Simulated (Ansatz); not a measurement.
**C₂H₆FMoNO₂: vertical ionisation energy**

An exercise on one series of results from a longer session: the logs are not shown, and one member is left open.

Method: unrestricted cation, the program's frozen cores in correlated methods; program: Ansatz 0.2.0, Gaussian basis.

Levels to be run: UKS PBE-D4/def2-TZVPP; UKS r2SCAN-D4/def2-TZVPP; UKS PBE0-D4/def2-TZVPP; UKS B3LYP-D4/def2-TZVPP; UKS wB97X-V/def2-TZVPP; UKS wB97M-V/def2-TZVPP; UKS B2PLYP/def2-TZVPP; UHF-CCSD(T)/def2-TZVPP; UHF-MP2/def2-QZVPP; extrapolation to the limit; then −ε(HOMO) from the neutral's earlier runs with LDA (SPW92), PBE-D4, revPBE-D4, BLYP-D4, r2SCAN-D4, B97M-V, PBE0-D4, B3LYP-D4, r2SCANh-D4, r2SCAN0-D4, HSE06-D4, BHLYP-D4, CAM-B3LYP-D4, LC-ωPBE, ωB97X-V, ωB97M-V.

2 further runs of the same task are left out: 2 for a known fault of the program.

## The relaxed structure

An earlier PBE0-D4 in a triple-zeta def2 set relaxation fixed the geometry. Mo takes the def2 core potential; no spin-orbit term is included.

SMILES `C[N]=[Mo](=[O])([F])[O]C`, 13 atoms, charge 0, spin multiplicity 1.

Atoms are counted from 1 here; the program's logs count them from 0.

Bond lengths: C1–N2 1.420 Å, C1–H8 1.095 Å, C1–H9 1.095 Å, C1–H10 1.096 Å, N2–Mo3 1.721 Å, Mo3–O4 1.679 Å, Mo3–F5 1.867 Å, Mo3–O6 1.856 Å, O6–C7 1.404 Å, C7–H11 1.094 Å, C7–H12 1.094 Å, C7–H13 1.093 Å. Angles: N2–C1–H8 110.0°, N2–C1–H9 109.9°, N2–C1–H10 111.4°, H8–C1–H9 107.7°, H8–C1–H10 108.8°, H9–C1–H10 109.0°, C1–N2–Mo3 150.6°, N2–Mo3–O4 107.0°, N2–Mo3–F5 108.3°, N2–Mo3–O6 107.5°, O4–Mo3–F5 111.9°, O4–Mo3–O6 110.3°, F5–Mo3–O6 111.6°, Mo3–O6–C7 135.6°, O6–C7–H11 109.5°, O6–C7–H12 111.2°, O6–C7–H13 108.9°, H11–C7–H12 109.3° and more.

The first run:

Contents of in.yaml:

```yaml
crystal:
  periodic: [false, false, false]
  atoms:
    - {symbol: C, position_ang: [0.681580, 0.569373, 2.130842]}
    - {symbol: N, position_ang: [0.502648, 0.696724, 0.728059]}
    - {symbol: Mo, position_ang: [-0.459138, 1.150111, -0.625683]}
    - {symbol: O, position_ang: [-1.926063, 1.700029, -0.021886]}
    - {symbol: F, position_ang: [0.447455, 2.480190, -1.570566]}
    - {symbol: O, position_ang: [-0.717043, -0.368430, -1.661023]}
    - {symbol: C, position_ang: [-0.267849, -1.698436, -1.622165]}
    - {symbol: H, position_ang: [0.891271, -0.473674, 2.388415]}
    - {symbol: H, position_ang: [1.537190, 1.170606, 2.454008]}
    - {symbol: H, position_ang: [-0.210088, 0.895564, 2.678391]}
    - {symbol: H, position_ang: [-1.101854, -2.358403, -1.367897]}
    - {symbol: H, position_ang: [0.531465, -1.824895, -0.885703]}
    - {symbol: H, position_ang: [0.110828, -1.973556, -2.609992]}
basis:
  gaussian: {orbitals: def2-TZVPP}
total_charge: 1
magnetization: {spin_polarized: true, initial_magnetization: 1}
hamiltonian: {xc: pbe, dispersion: d4}
```

On the command line:

```bash
> ansatz run in.yaml --threads 2 --pin off --events-out ev --progress --plain --max-ram 32768MiB --backend cuda --devices 0, --max-vram 18GiB
```

Steps of the session up to this table: Cation, UKS PBE-D4/def2-TZVPP; Cation, UKS r2SCAN-D4/def2-TZVPP; Cation, UKS PBE0-D4/def2-TZVPP; Cation, UKS B3LYP-D4/def2-TZVPP; Cation, UKS wB97X-V/def2-TZVPP; Cation, UKS wB97M-V/def2-TZVPP; Cation, UKS B2PLYP (frozen core)/def2-TZVPP; Cation, UHF-CCSD(T)/def2-TZVPP; Cation, UHF-MP2/def2-QZVPP.

One table of the session follows, with a row left open; its other results are not shown here.

Orbital estimates, from the neutral's runs:

```
  functional  −ε(HOMO) (eV)
 LDA (SPW92)           6.60
      PBE-D4           6.41
   revPBE-D4           6.34
     BLYP-D4           6.31
   r2SCAN-D4           6.70
      B97M-V              ?
     PBE0-D4           7.82
    B3LYP-D4           7.60
  r2SCANh-D4           7.23
  r2SCAN0-D4           8.02
    HSE06-D4           7.41
    BHLYP-D4           9.15
CAM-B3LYP-D4           9.19
     LC-ωPBE          10.46
     ωB97X-V          10.14
     ωB97M-V          10.08
```

Estimate the missing values for B97M-V.

The run gave: −ε(HOMO) (eV): 6.79. In the column «−ε(HOMO) (eV)» it lies between r2SCAN-D4 (6.70) and r2SCANh-D4 (7.23).
